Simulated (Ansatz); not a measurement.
# AlClH₆O₂Si₂: up Jacob's ladder to CCSD(T)

An exercise on one series of results from a longer session: the logs are not shown, and one member is left open.

The runs use Ansatz 0.2.0, Gaussian basis; functionals in def2-TZVPP, the program's frozen cores in correlated methods.

Levels to be run: LDA (SPW92), PBE-D4, revPBE-D4, BLYP-D4, r2SCAN-D4, B97M-V, PBE0-D4, B3LYP-D4, r2SCANh-D4, r2SCAN0-D4, HSE06-D4, BHLYP-D4, CAM-B3LYP-D4, LC-ωPBE, ωB97X-V, ωB97M-V, B2PLYP, PBE-QIDH; CCSD(T)/def2-SVP; CCSD(T)/def2-TZVPP; MP2/def2-QZVPP; extrapolation to the limit; RPA on PBE.

## The geometry

The geometry comes from an earlier relaxation with PBE0-D4 in a triple-zeta def2 set; it is a stationary point, not always the lowest conformer.

SMILES `[SiH3][O][Al]([Cl])[O][SiH3]`, 12 atoms, charge 0, spin multiplicity 1.

Atoms are counted from 1 here; the program's logs count them from 0.

Bond lengths: Si1–O2 1.627 Å, Si1–H7 1.486 Å, Si1–H8 1.486 Å, Si1–H9 1.486 Å, O2–Al3 1.663 Å, Al3–Cl4 2.078 Å, Al3–O5 1.663 Å, O5–Si6 1.627 Å, Si6–H10 1.486 Å, Si6–H11 1.486 Å, Si6–H12 1.486 Å. Angles: O2–Si1–H7 109.6°, O2–Si1–H8 110.1°, O2–Si1–H9 109.8°, H7–Si1–H8 109.0°, H7–Si1–H9 109.1°, H8–Si1–H9 109.2°, Si1–O2–Al3 170.3°, O2–Al3–Cl4 119.6°, O2–Al3–O5 120.8°, Cl4–Al3–O5 119.6°, Al3–O5–Si6 169.4°, O5–Si6–H10 109.8°, O5–Si6–H11 110.1°, O5–Si6–H12 109.6°, H10–Si6–H11 109.2°, H10–Si6–H12 109.1°, H11–Si6–H12 109.0°.

As a file:

```mol
AlClH6O2Si2
  3D, bonds by distance, orders not assigned

 12 11  0  0  0  0  0  0  0  0999 V2000
   -2.4806   -1.1157    1.2802 Si  0  0
   -1.0646   -0.8394    0.5276 O   0  0
    0.3925   -0.8366   -0.2739 Al  0  0
    1.2333   -2.6371   -0.8819 Cl  0  0
    1.1849    0.5901   -0.5948 O   0  0
    2.1655    1.8103   -1.0395 Si  0  0
   -3.2024    0.1686    1.4734 H   0  0
   -3.3232   -2.0270    0.4630 H   0  0
   -2.2327   -1.7386    2.6067 H   0  0
    3.3457    1.8610   -0.1376 H   0  0
    2.6285    1.6111   -2.4377 H   0  0
    1.4301    3.0983   -0.9511 H   0  0
  1  2  8  0
  2  3  8  0
  3  4  8  0
  3  5  8  0
  5  6  8  0
  1  7  8  0
  1  8  8  0
  1  9  8  0
  6 10  8  0
  6 11  8  0
  6 12  8  0
M  END
```

The first run:

File in.yaml:

```yaml
crystal:
  periodic: [false, false, false]
  atoms:
    - {symbol: Si, position_ang: [-2.480577, -1.115681, 1.280164]}
    - {symbol: O, position_ang: [-1.064644, -0.839439, 0.527554]}
    - {symbol: Al, position_ang: [0.392473, -0.836550, -0.273902]}
    - {symbol: Cl, position_ang: [1.233309, -2.637137, -0.881881]}
    - {symbol: O, position_ang: [1.184933, 0.590079, -0.594845]}
    - {symbol: Si, position_ang: [2.165495, 1.810256, -1.039496]}
    - {symbol: H, position_ang: [-3.202402, 0.168601, 1.473370]}
    - {symbol: H, position_ang: [-3.323245, -2.026995, 0.462976]}
    - {symbol: H, position_ang: [-2.232693, -1.738570, 2.606679]}
    - {symbol: H, position_ang: [3.345746, 1.860958, -0.137627]}
    - {symbol: H, position_ang: [2.628488, 1.611149, -2.437680]}
    - {symbol: H, position_ang: [1.430118, 3.098330, -0.951112]}
basis:
  gaussian: {orbitals: def2-TZVPP}
hamiltonian: {xc: lda}
output: {orbitals: {seedname: orbitals}}
```

Run with:

```bash
ansatz run in.yaml --threads 4 --pin off --events-out ev --progress --plain --max-ram 11315MiB
```

Among the steps run: LDA; PBE-D4 (GGA); revPBE-D4 (GGA); BLYP-D4 (GGA); r2SCAN-D4 (meta-GGA); B97M-V (meta-GGA); PBE0-D4 (hybrid); B3LYP-D4 (hybrid); r2SCANh-D4 (hybrid); r2SCAN0-D4 (hybrid); HSE06-D4 (hybrid); BHLYP-D4 (hybrid); CAM-B3LYP-D4 (range-separated); LC-ωPBE (range-separated); ωB97X-V (range-separated); ωB97M-V (range-separated); B2PLYP (double hybrid); PBE-QIDH (double hybrid).

One of the session's tables, all rows but one given; the rest of the session is left out.

It belongs to the step «Frontier levels by functional». 

```
  functional  HOMO (eV)  gap (eV)
 LDA (SPW92)      -7.45      5.28
      PBE-D4      -7.34      5.46
   revPBE-D4      -7.30      5.57
     BLYP-D4      -7.24      5.44
   r2SCAN-D4          ?         ?
      B97M-V      -7.82      6.04
     PBE0-D4      -8.79      7.77
    B3LYP-D4      -8.56      7.28
  r2SCANh-D4      -8.24      7.07
  r2SCAN0-D4      -9.03      8.27
    HSE06-D4      -8.38      7.00
    BHLYP-D4     -10.15      9.94
CAM-B3LYP-D4     -10.20     10.10
     LC-ωPBE     -11.57     12.75
     ωB97X-V     -11.23     12.17
     ωB97M-V     -11.09     11.69
```

**Question.** Estimate the row for r2SCAN-D4.

Worked estimate for «HOMO (eV)». Against the share of exact exchange, r2SCANh-D4 (0.1, -8.24), r2SCAN0-D4 (0.25, -9.03) give a slope of -5.27 per unit share; at 0 the line stands at -7.71.

As computed: HOMO (eV): -7.71; gap (eV): 6.27. In «HOMO (eV)» the line misses by 0.00.
